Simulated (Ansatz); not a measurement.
# C₂H₄OSi: vertical ionisation energy

The task here is to estimate one member of a computed series from the others.

The runs use Ansatz 0.2.0, Gaussian basis; unrestricted cation, the program's frozen cores in correlated methods.

The runs, in order: UKS PBE-D4/def2-TZVPP; UKS r2SCAN-D4/def2-TZVPP; UKS PBE0-D4/def2-TZVPP; UKS B3LYP-D4/def2-TZVPP; UKS wB97X-V/def2-TZVPP; UKS wB97M-V/def2-TZVPP; UKS B2PLYP/def2-TZVPP; UHF-CCSD(T)/def2-TZVPP; UHF-MP2/def2-QZVPP; extrapolation to the limit; then −ε(HOMO) from the neutral's earlier runs with LDA (SPW92), PBE-D4, revPBE-D4, BLYP-D4, r2SCAN-D4, B97M-V, PBE0-D4, B3LYP-D4, r2SCANh-D4, r2SCAN0-D4, HSE06-D4, BHLYP-D4, CAM-B3LYP-D4, LC-ωPBE, ωB97X-V, ωB97M-V.

## The geometry

An earlier PBE0-D4 in a triple-zeta def2 set relaxation fixed the geometry.

SMILES `O=C=C[SiH3]`, 8 atoms, charge 0, spin multiplicity 1.

Atoms are counted from 1 here; the program's logs count them from 0.

Bond lengths: O1–C2 1.155 Å, C2–C3 1.307 Å, C3–Si4 1.847 Å, C3–H5 1.084 Å, Si4–H6 1.486 Å, Si4–H7 1.486 Å, Si4–H8 1.484 Å. Angles: O1–C2–C3 178.2°, C2–C3–Si4 120.3°, C2–C3–H5 117.2°, Si4–C3–H5 122.5°, C3–Si4–H6 110.7°, C3–Si4–H7 110.7°, C3–Si4–H8 108.0°, H6–Si4–H7 108.1°, H6–Si4–H8 109.6°, H7–Si4–H8 109.6°.

The first run:

in.yaml

```yaml
crystal:
  periodic: [false, false, false]
  atoms:
    - {symbol: O, position_ang: [1.434399, -1.284872, 1.947165]}
    - {symbol: C, position_ang: [1.186876, -0.644684, 1.017838]}
    - {symbol: C, position_ang: [0.866896, 0.072120, -0.027274]}
    - {symbol: Si, position_ang: [-0.904853, 0.278645, -0.507895]}
    - {symbol: H, position_ang: [1.678697, 0.527262, -0.583074]}
    - {symbol: H, position_ang: [-1.291097, 1.713660, -0.489318]}
    - {symbol: H, position_ang: [-1.142927, -0.245373, -1.878124]}
    - {symbol: H, position_ang: [-1.735891, -0.473958, 0.464983]}
basis:
  gaussian: {orbitals: def2-TZVPP}
total_charge: 1
magnetization: {spin_polarized: true, initial_magnetization: 1}
hamiltonian: {xc: pbe, dispersion: d4}
```

Among the steps run: Cation, UKS PBE-D4/def2-TZVPP; Cation, UKS r2SCAN-D4/def2-TZVPP; Cation, UKS PBE0-D4/def2-TZVPP; Cation, UKS B3LYP-D4/def2-TZVPP; Cation, UKS wB97X-V/def2-TZVPP; Cation, UKS wB97M-V/def2-TZVPP; Cation, UKS B2PLYP (frozen core)/def2-TZVPP; Cation, UHF-CCSD(T)/def2-TZVPP; Cation, UHF-MP2/def2-QZVPP.

One of the session's tables, all rows but one given; the rest of the session is left out.

Orbital estimates, from the neutral's runs:

```
  functional  −ε(HOMO) (eV)
 LDA (SPW92)           6.21
      PBE-D4           6.05
   revPBE-D4           5.99
     BLYP-D4           5.91
   r2SCAN-D4           6.30
      B97M-V           6.38
     PBE0-D4           7.26
    B3LYP-D4           7.04
  r2SCANh-D4           6.75
  r2SCAN0-D4           7.43
    HSE06-D4           6.86
    BHLYP-D4           8.35
CAM-B3LYP-D4           8.57
     LC-ωPBE           9.90
     ωB97X-V           9.54
     ωB97M-V              ?
```

Q: Estimate the row for ωB97M-V from the others.

As computed: −ε(HOMO) (eV): 9.44. In the column «−ε(HOMO) (eV)» it lies between CAM-B3LYP-D4 (8.57) and ωB97X-V (9.54).
